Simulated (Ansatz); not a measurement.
# SiC (P6_3mc): equation of state with a fit from a Python script

A script is to give an equation of state with a fit; the system is SiC (P6_3mc).

All numbers are computed with Ansatz 0.2.0 through its Python package. Level of theory: DFT LDA, plane waves, PAW.

## Step 1: Starting point

Symmetry: P6_3mc, No. 186, hexagonal system. The conventional cell has a = 3.076 Å, b = 3.076 Å, c = 5.048 Å, α = 90.00°, β = 90.00°, γ = 120.00°. Around Si (site symmetry 3m) lie 4 C at 1.87 to 1.94 Å. C (site symmetry 3m) is surrounded by 4 Si at 1.87 to 1.94 Å.

No structure file is read: the coordinates are typed or built in the script.

## Step 2: Script

File eos_sic.py:

```python
"""Energy against volume for SiC, with a fit."""

import warnings

import ansatz as az
import numpy as np
from scipy.optimize import curve_fit

VECTORS = np.array([
    [3.076, 0.0, 0.0],
    [-1.538, 2.66389414, 0.0],
    [0.0, 0.0, 5.048],
])
SITES = [
    ("Si", (1 / 3, 2 / 3, 0.0)),
    ("Si", (2 / 3, 1 / 3, 0.5)),
    ("C", (1 / 3, 2 / 3, 0.385)),
    ("C", (2 / 3, 1 / 3, 0.885)),
]


def build(cell):
    crystal = az.Crystal(lattice=az.Lattice.of(cell))
    for symbol, position in SITES:
        crystal = crystal.atom(symbol, position)
    return crystal

def vinet(v, e0, v0, b0, b1):
    eta = (v / v0) ** (1 / 3)
    return e0 + 2 * b0 * v0 / (b1 - 1) ** 2 * (2 - (5 + 3 * b1 * (eta - 1) - 3 * eta) * np.exp(-1.5 * (b1 - 1) * (eta - 1)))


def main() -> None:
    warnings.simplefilter("ignore", az.DeckWarning)

    # uniform scaling of the cell
    volumes, energies = [], []
    for scale in np.linspace(0.88, 1.12, 7):
        cell = VECTORS * scale ** (1 / 3)
        model = (
            build(cell).calculation()
            .functional("lda")
            .occupations("Marzari-Vanderbilt", width=0.05)
            .basis(500)
            .kpoints(12, 12, 4)
        )
        r = model.run().report
        volumes.append(abs(np.linalg.det(cell)) / len(SITES))
        energies.append(r["free_energy_ev"] / len(SITES))
        print(f"V = {volumes[-1]:8.4f} A^3/atom  F = {energies[-1]:.5f} eV/atom")

    guess = (min(energies), volumes[int(np.argmin(energies))], 0.5, 4.5)
    (e0, v0, b0, b1), _ = curve_fit(vinet, np.array(volumes), np.array(energies), p0=guess, maxfev=20000)
    print(f"Vinet fit: V0 = {v0:.4f} A^3/atom, B0 = {160.21766 * b0:.1f} GPa, B1 = {b1:.2f}")
    print("largest residual", round(1000 * float(np.abs(vinet(np.array(volumes), e0, v0, b0, b1) - energies).max()), 3), "meV/atom")


if __name__ == "__main__":
    main()
```

## Step 3: What the engine is handed

The engine receives this input (first run):

```yaml
crystal:
  lattice:
    - [2.947681496065025, 0.0, 0.0]
    - [-1.4738407480325124, 2.5527670559018376, 0.0]
    - [0.0, 0.0, 4.837417487690587]
  atoms:
    - { symbol: Si, position: [0.3333333333333333, 0.6666666666666666, 0.0] }
    - { symbol: Si, position: [0.6666666666666666, 0.3333333333333333, 0.5] }
    - { symbol: C, position: [0.3333333333333333, 0.6666666666666666, 0.385] }
    - { symbol: C, position: [0.6666666666666666, 0.3333333333333333, 0.885] }
basis:
  ecutwfc: 500.0
kpoints:
  mp_grid:
    grid: [12, 12, 4]
hamiltonian:
  xc: lda
scf:
  occupations:
    method: cold
    width: 0.05
```

## Step 4: Running it

The run is started by

```console
> python eos_sic.py
```

**Question.** Estimate the equilibrium volume and the bulk modulus.

**Answer**, as computed:

```
                      quantity            value
                 runs compared                7
               range of energy  113.24 meV/atom
lowest point, volume (Å³/atom)           10.341
      equilibrium volume (fit)    10.16 Å³/atom
            bulk modulus (fit)          230 GPa
```

What this shows: A third-order Birch-Murnaghan fit through the 7 points has its minimum at 10.16 Å³ an atom, 1.8 % below the typed cell, with a bulk modulus of 230 GPa and dB/dP = 3.9. From that minimum the energy rises by 94.3 meV an atom on the compressed side and 115.5 meV on the expanded side. Shape and fractional positions are held along the curve, so the bulk modulus is an upper value where they are free to relax.
